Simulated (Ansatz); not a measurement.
# TiB2: further runs on the relaxed cell

The task here is to estimate one member of a computed series from the others.

Method: DFT PBE, scalar-relativistic, plane waves, PAW, in Ansatz 0.2.0.

1 further run of the same task is left out (set aside as unsound or not needed).

## The system as given

The structure is hexagonal, space group P6/mmm (No. 191). Conventional cell: a = 3.032 Å, b = 3.032 Å, c = 3.224 Å, α = 90.00°, β = 90.00°, γ = 120.00°. Around Ti (site symmetry 6/mmm) lie 12 B at 2.38 Å. B (site symmetry -6m2) has 3 B at 1.75 Å and 6 Ti at 2.38 Å as nearest neighbours.

Coordinates:

```cif
data_structure
_symmetry_space_group_name_H-M 'P 1'
_symmetry_Int_Tables_number 1
_cell_length_a 3.0318
_cell_length_b 3.0318
_cell_length_c 3.2242
_cell_angle_alpha 90.000
_cell_angle_beta 90.000
_cell_angle_gamma 120.000
_cell_volume 25.67
loop_
_atom_site_label
_atom_site_type_symbol
_atom_site_fract_x
_atom_site_fract_y
_atom_site_fract_z
_atom_site_occupancy
Ti1 Ti 0.00000 0.00000 0.00000 1
B1 B 0.33333 0.66667 0.50000 1
B2 B 0.66667 0.33333 0.50000 1
```

This cell was relaxed beforehand with the same method: volume 8.56 Å³/atom, gap on the mesh none (metal).

The first run:

The input, input.yaml:

```yaml
crystal:
  lattice:
    - [3.0318049186, 0.0, 0.0]
    - [-1.5159024593, 2.6256200788, 0.0]
    - [0.0, 0.0, 3.2242298096]
  atoms:
    - { symbol: Ti, position: [0.0, 0.0, 0.0] }
    - { symbol: B, position: [0.3333333333, 0.6666666667, 0.5] }
    - { symbol: B, position: [0.6666666667, 0.3333333333, 0.5] }
basis:
  ecutwfc: 420
kpoints:
  mp_grid: { grid: [18, 18, 14] }
  band_path:
    path:
      - [[0.0, 0.0, 0.0], [0.5, 0.0, 0.0], [0.33333333, 0.33333333, 0.0], [0.0, 0.0, 0.0], [0.0, 0.0, 0.5], [0.5, 0.0, 0.5], [0.33333333, 0.33333333, 0.5], [0.0, 0.0, 0.5]]
      - [[0.5, 0.0, 0.5], [0.5, 0.0, 0.0]]
      - [[0.33333333, 0.33333333, 0.5], [0.33333333, 0.33333333, 0.0]]
    npoints: 14
hamiltonian:
  xc: pbe
scf:
  occupations: { method: gaussian, width: 0.1 }
  n_extra_bands: 7
output:
  forces: true
  stress: true
  eigenvalues: true
  populations: true
  dos: { projected: true, de: 0.02, nscf_kmesh: { grid: [27, 27, 21] } }
  bader: true
  write_density: true
  write_potential: true
  elf: true
  volumetric_format: npy
```

Run with:

```console
$ ansatz run input.yaml --threads 1 --pin off --max-ram 2560MiB --backend cpu --events-out ev --progress --plain --runs-dir out
```

Among the steps run: Static run: bands, density of states and charges; Volume × 0.97; Volume × 1.03; Volume × 0.94; Volume × 1.06.

One of the session's tables, all rows but one given; the rest of the session is left out.

It belongs to the step «Equation of state». 

| volume (Å³/atom) | energy above the lowest point (meV/atom) | pressure (GPa) |
| --- | --- | --- |
| 8.042 | 26.7 | 17.53 |
| 8.299 | ? | ? |
| 8.555 | 0.0 | 0.04 |
| 8.812 | 5.7 | -6.95 |
| 9.069 | 21.8 | -12.98 |

Estimate the missing values for volume (Å³/atom) = 8.299.

Worked estimate for «energy above the lowest point (meV/atom)». A straight line through the neighbours (8.042, 26.7) and (8.555, 0.0) gives 26.7 + (0.0 − 26.7) × (8.299 − 8.042) / (8.555 − 8.042) = 13.3; a parabola fitted to 3 rows on both sides gives 7.0.

The run gave: energy above the lowest point (meV/atom): 6.4; pressure (GPa): 8.13. In «energy above the lowest point (meV/atom)» the line misses by +6.9 and the parabola by +0.6.
